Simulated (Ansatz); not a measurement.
# BH2ClO (SMILES OBCl): wB97M-V/STO-3G

What is the electronic atomisation energy of BH2ClO at wB97M-V/STO-3G? 

Program for the calculation: Ansatz 0.2.0.

65 further runs of the same task are left out: 4 that didn't finish, 61 set aside as unsound or not needed.

**1. Starting point**

The species is BH2ClO (5 atoms), meant as a singlet with charge 0. SMILES: `OBCl`. The coordinates come from a PBE0-D4/def2-TZVP relaxation. This is one conformer, not always the lowest.

Bond lengths: O1–B2 1.340 Å, B2–Cl3 1.766 Å, O1–H4 0.963 Å, B2–H5 1.189 Å. Angles: O1–B2–Cl3 121.0°, O1–B2–H5 119.8°, Cl3–B2–H5 119.2°, B2–O1–H4 113.9°.

**2. A single-point energy at wB97M-V/STO-3G**

File molecule.yaml:

```yaml
crystal:
  periodic: [false, false, false]
  atoms:
    - {symbol: O, position_ang: [-0.863300, -0.618600, -0.002900]}
    - {symbol: B, position_ang: [0.379000, -0.137200, 0.137900]}
    - {symbol: Cl, position_ang: [0.788600, 1.496000, -0.395300]}
    - {symbol: H, position_ang: [-1.477700, 0.001200, -0.409700]}
    - {symbol: H, position_ang: [1.223300, -0.815100, 0.628600]}
basis:
  gaussian: {orbitals: STO-3G}
hamiltonian: {xc: {name: wB97M-V}}
accuracy: high
```

On the command line:

```bash
$ ansatz run molecule.yaml --threads 1 --pin off --max-ram 2610MiB --events-out events.jsonl --progress --plain --runs-dir runs
```

The log of the run:

```text
Warning: RAYON_NUM_THREADS=1 ignored (pool sized by the plan → 1); use --threads N
Functional definition: wB97M-V
  name "wB97M-V"
  parameter omega = 0.3/bohr
  parameter cx = 0.15
  parameter cx01 = 1.007
  parameter cx10 = 0.259
  parameter css00 = 0.443
  parameter css04 = -1.437
  parameter css10 = -4.535
  parameter css20 = -3.390
  parameter css43 = 4.278
  parameter cos00 = 1.000
  parameter cos10 = 1.358
  parameter cos20 = 2.924
  parameter cos21 = -8.812
  parameter cos60 = -1.390
  parameter cos61 = 9.142
  parameter b = 6.0
  parameter c = 0.01
  gx(w, u) = 1 - cx + cx01*u + cx10*w
  gss(w, u) = css00 + css04*u^4 + css10*w + css20*w^2 + css43*w^4*u^3
  gos(w, u) = cos00 + cos10*w + (cos20 + cos21*u)*w^2 + (cos60 + cos61*u)*w^6
  exchange = spin_sum(e_x_unif_sr(omega)*gx(b97_w, b97_u_x)) + cx*exact_x_sr(omega) + exact_x_lr(omega)
  correlation = spin_sum(e_c_pw_mod_same_spin*gss(b97_w, b97_u_same))
      + integral(e_c_pw_mod_opposite_spin*gos(b97_w_opposite, b97_u_opposite)) + vv10(b, c)
374 factors; integrals over basis functions are off by at most 3.1e-8 eV
149 factors; integrals over basis functions are off by at most 1.1e-9 eV
mean field evaluation 1: about -15106.8266 eV, gradient 2.2e1 eV
mean field evaluation 2: about -15108.0712 eV, gradient 1.6e1 eV
mean field evaluation 4: about -15108.7211 eV, gradient 5.8e-1 eV
mean field evaluation 8: about -15108.6953 eV, gradient 2.9e-3 eV
mean field evaluation 16: about -15108.6953 eV, gradient 1.5e-7 eV
mean field -15108.69529941 eV, -555.2343112118 hartree, gradient 1.8e-8 eV, S^2 0.000000; 0 other end points of the search recorded, 0 dependent functions left out
reference -15108.69530155 eV, -555.2343112903 hartree; 16, 16 occupied and 5, 5 virtual orbitals, 374 factors
Total energy: -15108.69530155 eV, -555.2343112903 hartree
```

Run time: 19 s. Hardware: 1 thread of Arm Neoverse V1, shared host; peak memory 0.27 GiB.

**3. The B atom at the same level**

File job.yaml:

```yaml
crystal:
  periodic: [false, false, false]
  atoms:
    - symbol: B
      position_ang: [0.000000, 0.000000, 0.000000]
basis:
  gaussian: {orbitals: STO-3G}
total_charge: 0
magnetization: {spin_polarized: true, initial_magnetization: 1}
hamiltonian: {xc: {name: wB97M-V}}
accuracy: high
```

Run the same way, it converges to -24.27434 Eh (log not shown).

**4. The Cl atom at the same level**

File molecule.yaml:

```yaml
crystal:
  periodic: [false, false, false]
  atoms:
    - {symbol: Cl, position_ang: [0.000000, 0.000000, 0.000000]}
basis:
  gaussian:
    orbitals: STO-3G
total_charge: 0
magnetization:
  spin_polarized: true
  initial_magnetization: 1
hamiltonian:
  xc: {name: wB97M-V}
accuracy: high
```

Run the same way, it converges to -455.16968 Eh (log not shown).

**5. The H atom at the same level**

File molecule.yaml:

```yaml
basis:
  gaussian: {orbitals: STO-3G}
crystal:
  periodic: [false, false, false]
  atoms:
    - {symbol: H, position_ang: [0.000000, 0.000000, 0.000000]}
magnetization: {spin_polarized: true, initial_magnetization: 1}
hamiltonian: {xc: {name: wB97M-V}}
accuracy: high
```

Run the same way, it converges to -0.45654 Eh (log not shown).

**6. The O atom at the same level**

File run.yaml:

```yaml
crystal:
  periodic: [false, false, false]
  atoms:
    - {symbol: O, position_ang: [0.000000, 0.000000, 0.000000]}
basis:
  gaussian: {orbitals: STO-3G}
accuracy: high
hamiltonian: {xc: {name: wB97M-V}}
magnetization: {spin_polarized: true, initial_magnetization: 2}
```

Run the same way, it converges to -74.04146 Eh (log not shown).

**7. What came out**

At wB97M-V/STO-3G:

```
                     quantity          value
       molecule: total energy  -555.23431 Eh
         B atom: total energy   -24.27434 Eh
                 B atom: ⟨S²⟩          0.750
        Cl atom: total energy  -455.16968 Eh
                Cl atom: ⟨S²⟩          0.750
         H atom: total energy    -0.45654 Eh
                 H atom: ⟨S²⟩          0.750
         O atom: total energy   -74.04146 Eh
                 O atom: ⟨S²⟩          2.000
electronic atomisation energy      22.742 eV
```

**Reading.** Taking the molecule apart into free atoms costs 22.74 eV (524 kcal/mol), before zero-point energy and without spin-orbit coupling. In a minimal basis such a difference can be off by several eV, whatever the method.
